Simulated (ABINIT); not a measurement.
# NiMoIrPdW (I4mm) in ABINIT: projected density of states with PBE

Aim: the projected density of states of NiMoIrPdW with PBE.

Program: ABINIT 10.8.3 (patched build). These are calculated values, not measurements. Logs are shortened: lines on timing, memory, paths and dates and some standing lists are left out, and cuts for length are marked. The log counts tension as positive stress, the text compression.

### Step 1. The crystal as given

The structure is tetragonal, space group I4mm (No. 107). The conventional cell has a = 2.740 Å, b = 2.740 Å, c = 19.433 Å, α = 90.00°, β = 90.00°, γ = 90.00°. Ni (site symmetry 4mm) has 4 Mo at 2.60 Å and 4 Pd at 2.67 Å and 4 Ni at 2.74 Å as nearest neighbours. Mo (site symmetry 4mm) is surrounded by 4 Ni at 2.60 Å and 4 Mo at 2.74 Å and 4 W at 2.94 Å. Around Pd (site symmetry 4mm) lie 4 Ni at 2.67 Å and 4 Pd at 2.74 Å and 4 Ir at 2.83 Å. Ir (site symmetry 4mm) is surrounded by 4 W at 2.69 Å and 4 Ir at 2.74 Å and 4 Pd at 2.83 Å. W (site symmetry 4mm) is surrounded by 4 Ir at 2.69 Å and 4 W at 2.74 Å and 4 Mo at 2.94 Å.

The cell was built by a generator and needn't be a form met in nature.

### Step 2. Projected density of states, PBE, collinear spin, ferromagnetic start

The input, run.abi:

```
ndtset 2

pp_dirpath "./"
pseudos "Ni.GGA_PBE-ansatz_soft_1.xml, Mo.GGA_PBE-ansatz_soft_1.xml, Pd.GGA_PBE-ansatz_soft_1.xml, Ir.GGA_PBE-ansatz_soft_1.xml, W.GGA_PBE-ansatz_soft_1.xml"

acell 18.7229624686 18.7229624686 18.7229624686
rprim
    -0.1382794194     0.1382794194     0.9806924107
     0.1382794194    -0.1382794194     0.9806924107
     0.1382794194     0.1382794194    -0.9806924107
ntypat 5
znucl 28 42 46 77 74
natom 5
typat 1 2 3 4 5
xcart
     0.0000000000     0.0000000000     3.8597705428
     0.0000000000     0.0000000000    11.8389357068
     0.0000000000     0.0000000000    15.4122647140
     0.0000000000     0.0000000000     7.7622935536
     0.0000000000     0.0000000000    19.3484067110 Angstrom

ecut 419.055348 eV
pawecutdg 30.8
pawxcdev 0
pawovlp 30

ixc 11

occopt 3
tsmear 0.05 eV

nsppol 2
spinat
     0.0000000000     0.0000000000     1.0000000000
     0.0000000000     0.0000000000     1.0000000000
     0.0000000000     0.0000000000     0.0000000000
     0.0000000000     0.0000000000     0.6000000000
     0.0000000000     0.0000000000     0.0000000000

nstep 100

iomode 3
prtwf 0
prteig 0
prtebands 0
prtden1 1

kptopt1 1
ngkpt1 9 9 9
nshiftk1 1
shiftk1 0.0 0.0 0.0
nband1 50
tolvrs1 1.0e-9

iscf2 -3
getden2 1
nband2 54
nbdbuf2 4
tolwfr2 1.0e-10
kptopt2 1
ngkpt2 13 13 13
nshiftk2 1
shiftk2 0.0 0.0 0.0
prtdos2 3
dosdeltae2 0.02 eV
natsph 5
iatsph 1 2 3 4 5
```

Potentials or basis: Ansatz PAW PBE generated set soft_1, frozen core.

On the command line:

```bash
$ mpirun --bind-to none -np 4 abinit run.abi > log 2>&1
```

run.abo:

```text
[... set-up lines left out ...]
 ETOT  1  -540.28124531496    -5.403E+02 6.290E+00 3.196E+03 2.839E-01 2.839E-01
 ETOT  2  -547.45871834304    -7.177E+00 7.554E-01 2.952E+04 5.780E-02 2.262E-01
 ETOT  3  -544.66323685644     2.795E+00 4.474E-01 4.941E+03 7.291E-02 1.532E-01
 ETOT  4  -544.11658732722     5.466E-01 2.681E-01 8.264E+02 5.629E-02 1.337E-01
 ETOT  5  -543.85136348950     2.652E-01 2.471E-01 1.471E+03 3.357E-01 4.165E-01
 ETOT  6  -543.77646300668     7.490E-02 2.135E-01 1.130E+02 2.829E-01 1.336E-01
 ETOT  7  -543.77806363339    -1.601E-03 2.112E-02 7.102E+01 4.048E-02 1.198E-01
 ETOT  8  -543.78960227900    -1.154E-02 7.748E-02 8.070E+01 2.248E-02 1.098E-01
 ETOT  9  -543.77973051568     9.872E-03 1.065E-02 1.947E+01 4.558E-02 9.230E-02
 ETOT 10  -543.77826715309     1.463E-03 2.408E-02 2.342E+01 6.312E-03 8.932E-02
[... 33 lines left out ...]
 ETOT 44  -543.77664065343    -1.656E-10 1.127E-05 7.412E-08 1.401E-05 1.407E-05
 ETOT 45  -543.77664065343    -5.457E-12 6.988E-06 4.530E-08 9.791E-06 1.399E-05
 ETOT 46  -543.77664065346    -2.717E-11 7.589E-06 2.451E-08 3.221E-06 1.077E-05
 ETOT 47  -543.77664065346     1.364E-12 4.703E-06 8.956E-09 7.537E-07 1.080E-05
 ETOT 48  -543.77664065345     7.049E-12 6.115E-06 9.602E-09 1.930E-06 8.875E-06
 ETOT 49  -543.77664065345     2.842E-12 4.152E-06 5.268E-09 7.213E-07 8.153E-06
 ETOT 50  -543.77664065344     5.798E-12 6.217E-06 3.915E-09 1.308E-06 6.845E-06
 ETOT 51  -543.77664065346    -1.842E-11 4.094E-06 2.525E-09 1.176E-06 5.670E-06
 ETOT 52  -543.77664065345     9.550E-12 6.321E-06 1.336E-09 2.192E-06 3.478E-06
 ETOT 53  -543.77664065347    -1.376E-11 4.036E-06 4.423E-10 1.514E-06 1.964E-06

 At SCF step   53       nres2   =  4.42E-10 < tolvrs=  1.00E-09 =>converged.

 Cartesian components of stress tensor (hartree/bohr^3)
  sigma(1 1)= -1.53017329E-05  sigma(3 2)=  0.00000000E+00
  sigma(2 2)= -1.53017329E-05  sigma(3 1)=  0.00000000E+00
  sigma(3 3)=  2.54650434E-05  sigma(2 1)=  0.00000000E+00

--- !ResultsGS
iteration_state: {dtset: 1, }
comment   : Summary of ground state results
lattice_vectors:
- [ -2.5890004,   2.5890004,  18.3614672, ]
- [  2.5890004,  -2.5890004,  18.3614672, ]
- [  2.5890004,   2.5890004, -18.3614672, ]
lattice_lengths: [  18.72296,   18.72296,   18.72296, ]
lattice_angles: [164.103, 164.103,  22.554, ] # degrees, (23, 13, 12)
lattice_volume:   4.9230200E+02
convergence: {deltae: -1.376E-11, res2:  4.423E-10, residm:  4.036E-06, diffor: null, }
etotal    :  -5.43776641E+02
entropy   :   0.00000000E+00
fermie    :   3.79310423E-01
cartesian_stress_tensor: # hartree/bohr^3
- [ -1.53017329E-05,   0.00000000E+00,   0.00000000E+00, ]
- [  0.00000000E+00,  -1.53017329E-05,   0.00000000E+00, ]
- [  0.00000000E+00,   0.00000000E+00,   2.54650434E-05, ]
pressure_GPa:   5.0393E-02
xred      :
- [  1.9862E-01,   1.9862E-01,   6.2411E-18, Ni]
- [  6.0922E-01,   6.0922E-01,   1.9143E-17, Mo]
- [  7.9310E-01,   7.9310E-01,   2.4921E-17, Pd]
- [  3.9944E-01,   3.9944E-01,   1.2551E-17, Ir]
- [  9.9565E-01,   9.9565E-01,   3.1286E-17,  W]
cartesian_forces: # hartree/bohr
- [ -8.50176526E-19,   1.03921386E-19,  -7.42616173E-04, ]
- [ -5.34457786E-19,  -1.40407432E-20,  -7.30383087E-04, ]
- [ -5.75682895E-19,   3.78415017E-19,  -1.41743675E-03, ]
- [  2.69930291E-18,   1.83953867E-19,   3.79803553E-03, ]
- [ -7.38985701E-19,  -6.52249527E-19,  -9.07599523E-04, ]
force_length_stats: {min:   7.30383087E-04, max:   3.79803553E-03, mean:   1.51921421E-03, }
...

 Integrated electronic and magnetization densities in atomic spheres:
 ------------------------------------------------------------------------------------------------------------
 Radius=ratsph(iatom), smearing ratsm=  0.0000. Diff(up-dn)=approximate z local magnetic moment.
    Atom    Radius    up_density   dn_density  Total(up+dn)  Diff(up-dn)
    1 Ni   2.61160     9.002959     9.002959     18.005917    -0.000000
    2 Mo   2.63806     6.391150     6.391152     12.782302    -0.000002
    3 Pd   2.63806     8.674966     8.674966     17.349932    -0.000000
    4 Ir   2.63806     8.075494     8.075493     16.150987     0.000000
    5  W   2.63806     6.328729     6.328727     12.657455     0.000002
 ------------------------------------------------------------------------------------------------------------
  Sum:                38.473297    38.473297     76.946594     0.000000
 Total magnetization (from the atomic spheres):                0.000000
 Total magnetization (exact up - dn):                          0.000000

================================================================================

 ----iterations are completed or convergence reached----
[... 250 lines left out ...]
  Sum:                38.472091    38.472091     76.944182     0.000000
 Total magnetization (from the atomic spheres):                0.000000
 Total magnetization (exact up - dn):                          0.000000

================================================================================

 ----iterations are completed or convergence reached----

 Mean square residual over all n,k,spin=   52.459E-12; max=  99.956E-12
 reduced coordinates (array xred) for    5 atoms
       0.198620000128      0.198620000128      0.000000000000
       0.609220000392      0.609220000392      0.000000000000
       0.793100000511      0.793100000511      0.000000000000
       0.399440000257      0.399440000257      0.000000000000
       0.995650000641      0.995650000641      0.000000000000

 cartesian coordinates (angstrom) at end:
    1     -0.00000000000000     0.00000000000000     3.85977054280000
    2     -0.00000000000000     0.00000000000000    11.83893570680000
    3      0.00000000000000    -0.00000000000000    15.41226471400000
    4      0.00000000000000     0.00000000000000     7.76229355360000
    5      0.00000000000000    -0.00000000000000    19.34840671100000
 length scales= 18.722962468600 18.722962468600 18.722962468600 bohr
              =  9.907765052254  9.907765052254  9.907765052254 angstroms
 Eigenvalues (hartree) for nkpt= 196  k points, SPIN UP:
 kpt#   1, nband= 54, wtk=  0.00046, kpt=  0.0000  0.0000  0.0000 (reduced coord)
  -3.40609   -3.00609   -2.71822   -2.33633   -1.95221   -1.94939   -1.94939   -1.85928
  -1.45946   -1.45385   -1.45385   -1.42044   -1.41244   -1.41244   -1.02411   -1.00524
  -1.00524   -0.90642   -0.88811   -0.88811    0.05017    0.13303    0.13870    0.17098
   0.17232    0.20901    0.21667    0.24594    0.27782    0.28886    0.28886    0.30465
   0.31949    0.32542    0.32542    0.33916    0.34276    0.34803    0.34803    0.35701
   0.38549    0.39198    0.42312    0.42698    0.42698    0.45423    0.49357    0.50775
   0.50775    0.53842    0.86086    0.87589    0.87632    0.88308
      occupation numbers for kpt#   1
   1.00000    1.00000    1.00000    1.00000    1.00000    1.00000    1.00000    1.00000
   1.00000    1.00000    1.00000    1.00000    1.00000    1.00000    1.00000    1.00000
   1.00000    1.00000    1.00000    1.00000    1.00000    1.00000    1.00000    1.00000
   1.00000    1.00000    1.00000    1.00000    1.00000    1.00000    1.00000    1.00000
   1.00000    1.00000    1.00000    1.00000    1.00000    1.00000    1.00000    1.00000
   0.07582    0.00240    0.00000    0.00000    0.00000    0.00000    0.00000    0.00000
   0.00000    0.00000    0.00000    0.00000    0.00000    0.00000
 prteigrs : prtvol=0 or 1, do not print more k-points.

 Eigenvalues (hartree) for nkpt= 196  k points, SPIN DOWN:
 kpt#   1, nband= 54, wtk=  0.00046, kpt=  0.0000  0.0000  0.0000 (reduced coord)
  -3.40609   -3.00609   -2.71822   -2.33633   -1.95221   -1.94939   -1.94939   -1.85928
  -1.45946   -1.45385   -1.45385   -1.42044   -1.41244   -1.41244   -1.02411   -1.00524
  -1.00524   -0.90642   -0.88811   -0.88811    0.05017    0.13303    0.13870    0.17098
   0.17232    0.20901    0.21667    0.24594    0.27782    0.28886    0.28886    0.30465
   0.31949    0.32542    0.32542    0.33916    0.34276    0.34803    0.34803    0.35701
   0.38549    0.39198    0.42312    0.42698    0.42698    0.45423    0.49357    0.50775
   0.50775    0.53842    0.86086    0.87589    0.87632    0.88308
      occupation numbers for kpt#   1
   1.00000    1.00000    1.00000    1.00000    1.00000    1.00000    1.00000    1.00000
   1.00000    1.00000    1.00000    1.00000    1.00000    1.00000    1.00000    1.00000
   1.00000    1.00000    1.00000    1.00000    1.00000    1.00000    1.00000    1.00000
   1.00000    1.00000    1.00000    1.00000    1.00000    1.00000    1.00000    1.00000
   1.00000    1.00000    1.00000    1.00000    1.00000    1.00000    1.00000    1.00000
   0.07582    0.00240    0.00000    0.00000    0.00000    0.00000    0.00000    0.00000
   0.00000    0.00000    0.00000    0.00000    0.00000    0.00000
 prteigrs : prtvol=0 or 1, do not print more k-points.

--- !EnergyTerms
iteration_state     : {dtset: 2, }
comment             : Components of total free energy in Hartree
kinetic             :  7.97497753338099E+01
hartree             :  1.37081325138611E+02
xc                  : -3.40043855923604E+01
Ewald energy        : -4.00378273387355E+02
psp_core            :  3.09795388375529E+01
local_psp           : -3.32900846669100E+02
PAW spherical_terms : -2.43297996956190E+01
internal            : -5.43802666034461E+02
'-kT*entropy'       : -1.20422659831129E-03
total_energy        : -5.43803870261060E+02
total_energy_eV     : -1.47976571557330E+04
...

--- !EnergyTermsDC
iteration_state     : {dtset: 2, }
comment             : '"Double-counting" decomposition of free energy'
band_energy         : -5.58076166882139E+01
Ewald energy        : -4.00378273387355E+02
psp_core            :  3.09795388375529E+01
xc_dc               : -1.33299562146126E+02
PAW spherical_terms :  1.47300022123448E+01
internal            : -5.43775911171798E+02
'-kT*entropy'       : -1.20422659831129E-03
total_energy_dc     : -5.43777115398396E+02
total_energy_dc_eV  : -1.47969291188311E+04
...

--- !EnergyTermsWithPAWCore
iteration_state     : {dtset: 2, }
comment             : 'Components of total free energy, including PAW core contributions'
Total energy        : -4.09718063200390E+04
Total energy DC     : -4.09717795651764E+04
Total energy (eV)   : -1.11489964697011E+06
Total energy DC (eV): -1.11489891893321E+06
...

== END DATASET(S) ==============================================================
================================================================================

 -outvars: echo values of variables after computation  --------
            acell      1.8722962469E+01  1.8722962469E+01  1.8722962469E+01 Bohr
           etotal1    -5.4377664065E+02
           etotal2    -5.4377664065E+02
            fcart1    -8.5017652569E-19  1.0392138609E-19 -7.4261617312E-04
                      -5.3445778597E-19 -1.4040743177E-20 -7.3038308726E-04
                      -5.7568289511E-19  3.7841501668E-19 -1.4174367453E-03
                       2.6993029075E-18  1.8395386738E-19  3.7980355286E-03
                      -7.3898570077E-19 -6.5224952697E-19 -9.0759952293E-04
            rprim     -1.3827941940E-01  1.3827941940E-01  9.8069241070E-01
                       1.3827941940E-01 -1.3827941940E-01  9.8069241070E-01
                       1.3827941940E-01  1.3827941940E-01 -9.8069241070E-01
           strten1    -1.5301732943E-05 -1.5301732943E-05  2.5465043391E-05
                       0.0000000000E+00  0.0000000000E+00  0.0000000000E+00
           xangst     -1.0864455660E-17  2.7965552702E-17  3.8597705428E+00
                      -9.7103173268E-18  6.2163898740E-17  1.1838935707E+01
                       1.0185967915E-16 -3.3574108394E-17  1.5412264714E+01
                       1.1570993897E-17  2.2820619247E-17  7.7622935536E+00
                       1.5064867443E-16 -6.4923635310E-17  1.9348406711E+01
             xred      1.9862000013E-01  1.9862000013E-01  6.2410940758E-18
                       6.0922000039E-01  6.0922000039E-01  1.9143083944E-17
                       7.9310000051E-01  7.9310000051E-01  2.4921013551E-17
                       3.9944000026E-01  3.9944000026E-01  1.2551317177E-17
                       9.9565000064E-01  9.9565000064E-01  3.1285597204E-17
 Calculation completed.
```

Run time: 76 min. Hardware: 4 MPI ranks of Intel Xeon 6975P-C (Granite Rapids), shared host; peak memory 3.8 GiB.

Results:

| Property | Result |
| --- | --- |
| Free energy | -14796.9162 eV |
| Pressure | 0.1 GPa |
| Largest force | 0.195 eV/Å |
| Band gap on the k mesh | none (metal or under the smearing width) |
| Net moment | 0.00 μB per cell |

Forces in eV/Å, atoms in the order of the input:
```
Ni   0.000  0.000 -0.038
Mo   0.000  0.000 -0.038
Pd   0.000  0.000 -0.073
Ir   0.000  0.000  0.195
W    0.000  0.000 -0.047
```

Stress tensor (GPa, compression positive):
```
 0.45  0.00  0.00
 0.00  0.45  0.00
 0.00  0.00 -0.75
```

Levels at points of the mesh, in eV from the Fermi level:
Spin up:
```
           k point  band 39  band 40  band 41  band 42  band 43  band 44
(0.00, 0.00, 0.00)    -0.85    -0.61     0.17     0.34     1.19     1.30
```
Spin down:
```tsv
k point	band 37	band 38	band 39	band 40	band 41	band 42	band 43	band 44	band 45	band 46
(0.00, 0.00, 0.00)	-0.99	-0.85	-0.85	-0.61	0.17	0.34	1.19	1.30	1.30	2.04
```

States per cell in windows of 0.5 eV (zero at the Fermi level; states under -8 eV left out):
| from (eV) | up | down | Ni1 d | Pd3 d | Ir4 d | Mo2 d | W5 d | Ni1 p |
| --- | --- | --- | --- | --- | --- | --- | --- | --- |
| -8.0 | 0.07 | 0.07 | 0.00 | 0.00 | 0.00 | 0.00 | 0.00 | 0.00 |
| -7.5 | 0.09 | 0.09 | 0.00 | 0.00 | 0.01 | 0.00 | 0.00 | 0.00 |
| -7.0 | 0.17 | 0.17 | 0.00 | 0.01 | 0.02 | 0.00 | 0.01 | 0.00 |
| -6.5 | 0.36 | 0.36 | 0.00 | 0.04 | 0.11 | 0.01 | 0.06 | 0.01 |
| -6.0 | 0.83 | 0.83 | 0.01 | 0.12 | 0.48 | 0.04 | 0.19 | 0.01 |
| -5.5 | 1.05 | 1.05 | 0.03 | 0.27 | 0.71 | 0.06 | 0.26 | 0.03 |
| -5.0 | 1.18 | 1.18 | 0.09 | 0.50 | 0.61 | 0.14 | 0.21 | 0.04 |
| -4.5 | 1.36 | 1.36 | 0.19 | 0.64 | 0.51 | 0.25 | 0.29 | 0.04 |
| -4.0 | 1.38 | 1.38 | 0.29 | 0.73 | 0.36 | 0.40 | 0.25 | 0.06 |
| -3.5 | 2.09 | 2.09 | 0.81 | 1.25 | 0.54 | 0.51 | 0.21 | 0.10 |
| -3.0 | 1.74 | 1.74 | 0.70 | 0.97 | 0.53 | 0.43 | 0.20 | 0.10 |
| -2.5 | 2.03 | 2.03 | 0.95 | 0.96 | 0.62 | 0.40 | 0.39 | 0.09 |
| -2.0 | 1.94 | 1.94 | 1.32 | 0.61 | 0.49 | 0.36 | 0.39 | 0.06 |
| -1.5 | 2.53 | 2.53 | 1.93 | 0.77 | 0.75 | 0.45 | 0.47 | 0.05 |
| -1.0 | 2.05 | 2.05 | 1.45 | 0.86 | 0.50 | 0.46 | 0.35 | 0.04 |
| -0.5 | 1.49 | 1.49 | 0.77 | 0.63 | 0.53 | 0.36 | 0.26 | 0.05 |
| 0.0 | 0.86 | 0.86 | 0.30 | 0.28 | 0.35 | 0.25 | 0.20 | 0.04 |
| 0.5 | 0.85 | 0.85 | 0.25 | 0.19 | 0.23 | 0.41 | 0.30 | 0.04 |
| 1.0 | 1.11 | 1.11 | 0.25 | 0.17 | 0.23 | 0.79 | 0.38 | 0.05 |
| 1.5 | 0.94 | 0.94 | 0.17 | 0.09 | 0.24 | 0.62 | 0.40 | 0.05 |
| 2.0 | 0.69 | 0.69 | 0.09 | 0.05 | 0.17 | 0.46 | 0.36 | 0.03 |
| 2.5 | 0.65 | 0.65 | 0.05 | 0.04 | 0.24 | 0.32 | 0.39 | 0.04 |
| 3.0 | 0.89 | 0.89 | 0.07 | 0.05 | 0.26 | 0.43 | 0.62 | 0.05 |
| 3.5 | 0.77 | 0.77 | 0.05 | 0.04 | 0.16 | 0.34 | 0.67 | 0.04 |
| 4.0 | 0.44 | 0.44 | 0.03 | 0.03 | 0.08 | 0.21 | 0.29 | 0.04 |
| 4.5 | 0.44 | 0.44 | 0.04 | 0.04 | 0.06 | 0.25 | 0.18 | 0.05 |
| 5.0 | 0.34 | 0.34 | 0.03 | 0.04 | 0.05 | 0.13 | 0.14 | 0.04 |
| 5.5 | 0.29 | 0.29 | 0.02 | 0.03 | 0.04 | 0.08 | 0.13 | 0.04 |
| 6.0 | 0.39 | 0.39 | 0.03 | 0.04 | 0.05 | 0.10 | 0.21 | 0.04 |
| 6.5 | 0.37 | 0.37 | 0.03 | 0.04 | 0.05 | 0.08 | 0.12 | 0.05 |
| 7.0 | 0.31 | 0.31 | 0.02 | 0.04 | 0.04 | 0.06 | 0.08 | 0.05 |
| 7.5 | 0.43 | 0.43 | 0.03 | 0.08 | 0.05 | 0.06 | 0.07 | 0.06 |

Caveat: the k mesh is coarse (spacing up to 0.36 Å⁻¹), so the values aren't converged; small starting moments can end in a higher magnetic state in this program; the atomic spheres overlap.
